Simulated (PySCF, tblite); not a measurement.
# C₆H₁₁B: dynamics, then NMR shifts on frames, part 2 of 2

tblite 0.8.0 and PySCF 2.14.0. Atoms count from 0.

### Step 5. NMR shieldings: 625 fs, PBE0/pcSseg-1

Job settings and geometry (Å):

```
{"job": {"kind": "nmr", "xc": "PBE0", "basis": "pcSseg-1", "pop": false}, "charge": 0, "multiplicity": 1}
C      2.061500    -0.726900     2.081900
C      1.324000     0.220500     1.506800
B      0.437800    -0.002500     0.259600
C      0.917100    -1.064200    -0.834100
C     -0.047600    -0.692300    -2.029800
C     -1.334200    -0.348200    -1.325600
C     -0.973900     0.505000    -0.106400
H      2.037500    -1.669600     1.670500
H      2.747200    -0.505400     2.901400
H      1.356000     1.218700     1.972700
H      1.994800    -0.949000    -1.046300
H      0.893800    -2.104200    -0.503200
H      0.392500     0.221100    -2.463200
H     -0.102100    -1.425800    -2.802600
H     -1.819700    -1.295300    -1.005900
H     -2.041800     0.258800    -1.962200
H     -0.920700     1.548500    -0.332000
H     -1.808300     0.443100     0.628900
```

With the program's defaults for keys left out, this is: GIAO PBE0/pcSseg-1 NMR shielding, non-relativistic, gas phase.

Output:

```text
coarse grid: 14424 points
cycle   1  E = -259.6087320435  dE =  7.511e-01  |g| = 4.874e-01  |ddm| = 3.638e+00
cycle   2  E = -259.5905862069  dE =  1.815e-02  |g| = 5.634e-01  |ddm| = 9.693e-01
cycle   3  E = -259.6744357755  dE = -8.385e-02  |g| = 6.713e-02  |ddm| = 5.769e-01
cycle   4  E = -259.6752930482  dE = -8.573e-04  |g| = 3.411e-02  |ddm| = 7.752e-02
cycle   5  E = -259.6755790931  dE = -2.860e-04  |g| = 1.015e-02  |ddm| = 3.131e-02
cycle   6  E = -259.6756034180  dE = -2.432e-05  |g| = 2.638e-03  |ddm| = 9.653e-03
cycle   7  E = -259.6756051883  dE = -1.770e-06  |g| = 1.759e-04  |ddm| = 2.286e-03
final grid: 137552 points
cycle   8  E = -259.7163833376  dE = -3.765e-05  |g| = 8.580e-03  |ddm| = 2.804e-02
cycle   9  E = -259.7163768513  dE =  6.486e-06  |g| = 1.005e-02  |ddm| = 1.624e-02
cycle  10  E = -259.7164027526  dE = -2.590e-05  |g| = 6.995e-04  |ddm| = 8.968e-03
cycle  11  E = -259.7164028658  dE = -1.132e-07  |g| = 1.895e-04  |ddm| = 7.449e-04
cycle  12  E = -259.7164028748  dE = -8.943e-09  |g| = 5.250e-05  |ddm| = 1.958e-04
cycle  13  E = -259.7164028752  dE = -4.779e-10  |g| = 3.296e-05  |ddm| = 6.594e-05
cycle  14  E = -259.7164028755  dE = -2.802e-10  |g| = 1.785e-06  |ddm| = 2.596e-05
converged SCF energy = -259.7164028755

GIAO shielding tensors (ppm)
atom      isotropic    diamagn.    paramagn.     s11        s22        s33       span
  0 C       46.114     255.220    -209.106    -76.406     48.456    166.293    242.698
  1 C       32.942     258.488    -225.545    -91.202     20.771    169.257    260.459
  2 B       12.252     187.376    -175.124    -47.555    -19.872    104.184    151.739
  3 C      151.082     254.769    -103.687    137.483    143.809    171.954     34.471
  4 C      156.755     249.263     -92.508    135.981    158.108    176.176     40.195
  5 C      151.509     246.834     -95.325    129.235    156.858    168.434     39.198
  6 C      158.871     252.590     -93.719    148.749    160.474    167.391     18.641
  7 H       26.232      34.271      -8.039     21.162     26.506     31.028      9.866
  8 H       24.995      28.093      -3.098     21.972     24.866     28.146      6.174
  9 H       24.425      30.787      -6.362     21.304     24.481     27.490      6.186
 10 H       29.835      32.154      -2.319     25.486     29.175     34.844      9.358
 11 H       29.947      32.478      -2.531     25.604     28.677     35.561      9.958
 12 H       30.251      30.863      -0.612     25.728     28.534     36.490     10.762
 13 H       30.085      30.228      -0.143     25.213     28.054     36.989     11.776
 14 H       29.603      30.155      -0.552     24.940     28.347     35.523     10.583
 15 H       28.479      28.398       0.081     23.280     27.022     35.136     11.856
 16 H       31.115      31.958      -0.843     26.261     29.321     37.763     11.501
 17 H       29.391      30.730      -1.340     24.543     28.190     35.440     10.897
```

It took 26 s on 1 thread of Intel Xeon Platinum 8488C, shared host; peak memory 0.81 GiB.

In short: δ C1 154.0, C0 140.8, C3 35.8, C5 35.4, H9 7.29, H8 6.72 ppm.

### Step 6. Nuclear shieldings: 800 fs, PBE0/pcSseg-1

Job settings and geometry (Å):

```
{"job": {"kind": "nmr", "xc": "PBE0", "basis": "pcSseg-1", "pop": false}, "charge": 0, "multiplicity": 1}
C      2.217300    -0.662700     2.068200
C      1.506900     0.193100     1.388300
B      0.665100    -0.196600     0.181400
C      0.880600    -1.161200    -1.126500
C     -0.200600    -0.756600    -2.107000
C     -1.394800    -0.407600    -1.154300
C     -0.800500     0.376300    -0.002100
H      2.206900    -1.719700     1.820000
H      2.837600    -0.376000     2.920000
H      1.491400     1.220000     1.748000
H      1.839900    -1.070100    -1.576200
H      0.661000    -2.141100    -0.755800
H      0.134500     0.125800    -2.673300
H     -0.438200    -1.617600    -2.810600
H     -1.745700    -1.365600    -0.784900
H     -2.236300     0.115900    -1.639800
H     -0.793600     1.445700    -0.313100
H     -1.394300     0.317900     0.954900
```

Level: GIAO PBE0/pcSseg-1 NMR shielding, non-relativistic, gas phase.

Output:

```text
coarse grid: 14424 points
cycle   1  E = -259.6096970059  dE =  7.345e-01  |g| = 4.946e-01  |ddm| = 3.634e+00
cycle   2  E = -259.5911855640  dE =  1.851e-02  |g| = 5.711e-01  |ddm| = 9.680e-01
cycle   3  E = -259.6771823513  dE = -8.600e-02  |g| = 6.433e-02  |ddm| = 5.714e-01
cycle   4  E = -259.6779828351  dE = -8.005e-04  |g| = 3.191e-02  |ddm| = 7.453e-02
cycle   5  E = -259.6782315809  dE = -2.487e-04  |g| = 9.120e-03  |ddm| = 2.884e-02
cycle   6  E = -259.6782507867  dE = -1.921e-05  |g| = 2.594e-03  |ddm| = 8.834e-03
cycle   7  E = -259.6782525139  dE = -1.727e-06  |g| = 1.575e-04  |ddm| = 2.289e-03
final grid: 137552 points
cycle   8  E = -259.7189558618  dE = -3.867e-05  |g| = 8.317e-03  |ddm| = 2.945e-02
cycle   9  E = -259.7189499787  dE =  5.883e-06  |g| = 9.712e-03  |ddm| = 1.574e-02
cycle  10  E = -259.7189741990  dE = -2.422e-05  |g| = 6.741e-04  |ddm| = 8.537e-03
cycle  11  E = -259.7189743049  dE = -1.059e-07  |g| = 1.969e-04  |ddm| = 7.504e-04
cycle  12  E = -259.7189743148  dE = -9.855e-09  |g| = 4.660e-05  |ddm| = 1.975e-04
cycle  13  E = -259.7189743151  dE = -3.524e-10  |g| = 2.975e-05  |ddm| = 6.092e-05
converged SCF energy = -259.7189743151

GIAO shielding tensors (ppm)
atom      isotropic    diamagn.    paramagn.     s11        s22        s33       span
  0 C       50.760     253.538    -202.778    -59.583     46.697    165.165    224.748
  1 C       40.080     258.414    -218.334    -81.695     36.925    165.010    246.705
  2 B        8.309     190.116    -181.807    -54.758    -21.425    101.111    155.869
  3 C      156.425     254.358     -97.933    139.490    163.760    166.026     26.536
  4 C      149.536     249.653    -100.116    126.581    153.885    168.143     41.562
  5 C      151.935     247.666     -95.730    123.501    157.941    174.364     50.863
  6 C      150.072     253.137    -103.065    137.109    145.121    167.985     30.876
  7 H       25.855      31.116      -5.261     22.290     25.385     29.889      7.599
  8 H       25.426      27.658      -2.232     22.710     25.175     28.392      5.681
  9 H       24.471      31.354      -6.883     21.322     24.489     27.602      6.280
 10 H       30.483      31.801      -1.318     25.395     29.750     36.305     10.910
 11 H       31.352      32.383      -1.031     26.101     29.912     38.042     11.941
 12 H       29.946      30.798      -0.852     25.785     28.173     35.882     10.097
 13 H       28.427      28.559      -0.133     23.987     26.399     34.893     10.905
 14 H       30.296      31.694      -1.397     25.755     29.102     36.033     10.278
 15 H       29.235      29.719      -0.484     24.036     27.614     36.054     12.018
 16 H       30.031      31.604      -1.573     24.710     28.968     36.415     11.705
 17 H       29.387      31.439      -2.053     25.295     28.500     34.365      9.069
```

Wall time 25 s (1 thread of Intel Xeon Platinum 8488C, shared host); peak memory 0.81 GiB.

In short: δ C1 146.8, C0 136.2, C4 37.4, C6 36.9, H9 7.25, H8 6.29 ppm.

### Step 7. Shielding tensors: 1000 fs, PBE0/pcSseg-1

Job settings and geometry (Å):

```
{"job": {"kind": "nmr", "xc": "PBE0", "basis": "pcSseg-1", "pop": false}, "charge": 0, "multiplicity": 1}
C      2.505400    -1.006700     1.732300
C      1.744500    -0.005400     1.353700
B      0.786400    -0.046700     0.114500
C      1.022600    -0.841100    -1.223900
C     -0.286000    -0.690900    -2.062300
C     -1.441800    -0.498300    -1.067900
C     -0.778400     0.374400     0.064100
H      2.519300    -1.944000     1.221200
H      3.072100    -0.995300     2.655100
H      1.720800     0.902500     1.921600
H      1.924500    -0.713400    -1.793000
H      0.971400    -1.881000    -0.915900
H     -0.210100     0.237900    -2.659800
H     -0.438400    -1.582500    -2.740100
H     -1.798900    -1.444100    -0.690400
H     -2.271400    -0.017800    -1.540700
H     -0.856600     1.359500    -0.344200
H     -1.208300     0.183200     1.053600
```

With the program's defaults for keys left out, this is: GIAO PBE0/pcSseg-1 NMR shielding, non-relativistic, gas phase.

Output:

```text
coarse grid: 14424 points
cycle   1  E = -259.6112860895  dE =  6.840e-01  |g| = 4.789e-01  |ddm| = 3.637e+00
cycle   2  E = -259.5985262218  dE =  1.276e-02  |g| = 5.393e-01  |ddm| = 9.302e-01
cycle   3  E = -259.6749735360  dE = -7.645e-02  |g| = 5.409e-02  |ddm| = 5.335e-01
cycle   4  E = -259.6754722360  dE = -4.987e-04  |g| = 3.041e-02  |ddm| = 6.565e-02
cycle   5  E = -259.6757001826  dE = -2.279e-04  |g| = 8.639e-03  |ddm| = 2.796e-02
cycle   6  E = -259.6757177300  dE = -1.755e-05  |g| = 2.627e-03  |ddm| = 8.530e-03
cycle   7  E = -259.6757195080  dE = -1.778e-06  |g| = 1.485e-04  |ddm| = 2.251e-03
final grid: 137552 points
cycle   8  E = -259.7172132488  dE = -4.207e-05  |g| = 8.469e-03  |ddm| = 2.902e-02
cycle   9  E = -259.7172085582  dE =  4.691e-06  |g| = 9.589e-03  |ddm| = 1.568e-02
cycle  10  E = -259.7172321414  dE = -2.358e-05  |g| = 6.163e-04  |ddm| = 8.429e-03
cycle  11  E = -259.7172322271  dE = -8.562e-08  |g| = 2.028e-04  |ddm| = 7.347e-04
cycle  12  E = -259.7172322378  dE = -1.072e-08  |g| = 2.870e-05  |ddm| = 1.968e-04
cycle  13  E = -259.7172322380  dE = -1.990e-10  |g| = 5.561e-06  |ddm| = 3.487e-05
converged SCF energy = -259.7172322380

GIAO shielding tensors (ppm)
atom      isotropic    diamagn.    paramagn.     s11        s22        s33       span
  0 C       53.986     252.754    -198.768    -54.369     47.813    168.515    222.884
  1 C       39.395     259.815    -220.420    -78.004     24.098    172.090    250.094
  2 B        9.197     188.897    -179.700    -54.973    -21.623    104.187    159.160
  3 C      154.445     254.711    -100.265    142.049    151.931    169.356     27.307
  4 C      149.308     248.269     -98.961    118.536    158.814    170.575     52.039
  5 C      157.009     248.647     -91.638    132.062    164.510    174.455     42.393
  6 C      151.516     252.010    -100.494    120.067    165.467    169.014     48.947
  7 H       26.027      32.000      -5.973     22.837     25.385     29.859      7.021
  8 H       25.679      27.549      -1.870     23.346     25.230     28.461      5.115
  9 H       24.632      31.770      -7.139     21.324     24.761     27.810      6.486
 10 H       30.308      31.530      -1.222     25.462     29.527     35.936     10.474
 11 H       30.942      32.858      -1.916     24.852     30.220     37.753     12.902
 12 H       29.452      30.411      -0.959     24.729     28.468     35.159     10.430
 13 H       28.636      28.793      -0.157     23.682     27.008     35.218     11.535
 14 H       30.616      31.965      -1.349     26.214     28.654     36.980     10.766
 15 H       30.105      31.202      -1.097     25.693     27.913     36.708     11.014
 16 H       30.598      32.093      -1.496     25.134     29.362     37.298     12.164
 17 H       29.656      31.935      -2.278     24.896     28.873     35.199     10.303
```

Run time: 23 s. Hardware: 1 thread of Intel Xeon Platinum 8488C, shared host; peak memory 0.81 GiB.

This run: δ C1 147.5, C0 132.9, C4 37.6, C6 35.4, H9 7.09, H8 6.04 ppm.

### Step 8. Run by run: NMR shifts

Shifts (ppm) of some atoms, chosen among heavy atoms and hydrogens apart, with basis size and wall time:

```tsv
frame	C1	C0	C6	C3	H7	H15	B2	functions	time
250 fs	160.0	156.8	29.7	21.1	7.44	1.10	83.7	174	25 s
425 fs	147.6	156.0	31.5	23.5	6.92	2.90	83.6	174	25 s
625 fs	154.0	140.8	28.1	35.8	5.49	3.24	87.8	174	26 s
800 fs	146.8	136.2	36.9	30.5	5.86	2.48	91.8	174	25 s
1000 fs	147.5	132.9	35.4	32.5	5.69	1.61	90.9	174	23 s
```

### Step 9. Results

What follows sums up all 2 parts.

| quantity | value |
| --- | --- |
| thermostat | 200 K |
| mean temperature, second half | 181 K |
| mean potential energy above the minimum | 0.43 eV |
| 13C shifts against TMS (PBE0/pcSseg-1, 250 fs) | 160.0, 156.8, 34.9, 30.9, 29.7, 21.1 ppm |
| 1H shifts against TMS (PBE0/pcSseg-1, 250 fs) | 8.11, 7.44, 6.99, 2.43, 2.41, 2.22, 2.15, 1.59, 1.43, 1.10, 0.33 ppm |
| 11B shifts against BF3·OEt2 (PBE0/pcSseg-1, 250 fs) | 83.7 ppm |
| range of the shift of C0 | 132.9 to 156.8 ppm |

**Reading.** In the second half the potential energy averages 0.43 eV above the minimum; equipartition over 48 harmonic modes at 200 K would give 0.41 eV. With 18 atoms the temperature swings widely (103 to 263 K). Shifts at one fixed geometry are not the observed spectrum, which averages over the motion. In the first frame run (250 fs): Shielding is most anisotropic at C1 (span 280 ppm, paramagnetic term -232 ppm). Across the 5 runs the shift of C0 moves most, between 132.9 (1000 fs) and 156.8 ppm (250 fs).
